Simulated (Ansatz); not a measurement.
# ClH3OSi2: the cost of one run

All numbers below are computed with Ansatz 0.2.0 (UKS PBE-D4/6-31G).

## (1) Starting point

Bond lengths: O1–Si2 1.628 Å, Si2–Si3 2.231 Å, Si3–Cl4 2.088 Å, O1–H5 0.953 Å, Si2–H6 1.464 Å, Si3–H7 1.478 Å. Angles: O1–Si2–Si3 115.2°, O1–Si2–H6 94.7°, Si3–Si2–H6 129.2°, Si2–O1–H5 123.5°, Si2–Si3–Cl4 109.7°, Si2–Si3–H7 108.2°, Cl4–Si3–H7 100.0°.

Structure file:

```xyz
7

O    -1.0351    1.5293   -0.0510
Si   -0.3158    0.3759    0.8456
Si    1.1836   -0.8724   -0.2362
Cl    0.4075   -1.4588   -2.0840
H    -1.3717    1.3781   -0.9297
H    -0.1323    1.2336    2.0182
H     1.2638   -2.1858    0.4371
```

## (2) Relaxing end A

Contents of input.yaml:

```yaml
crystal:
  periodic: [false, false, false]
  atoms:
    - { symbol: O, position_ang: [-1.03505, 1.52929, -0.051] }
    - { symbol: Si, position_ang: [-0.31582, 0.37592, 0.84564] }
    - { symbol: Si, position_ang: [1.18361, -0.87242, -0.23617] }
    - { symbol: Cl, position_ang: [0.40746, -1.45879, -2.08404] }
    - { symbol: H, position_ang: [-1.37172, 1.3781, -0.92968] }
    - { symbol: H, position_ang: [-0.13235, 1.23364, 2.01817] }
    - { symbol: H, position_ang: [1.26385, -2.18575, 0.43708] }
magnetization:
  spin_polarized: true
basis:
  gaussian: { orbitals: "6-31G" }
hamiltonian:
  xc: pbe
  dispersion: d4
relax:
  f_tol: 0.02
  max_steps: 50
```

Started as:

```
$ ansatz run input.yaml --threads 1 --pin off --max-ram 2048MiB --backend cpu --events-out ev --progress --plain --runs-dir out
```

Q: Estimate wall time and peak memory on 1 thread of Arm Neoverse V2, shared host.

About 29 s, with a peak of 0.15 GiB.
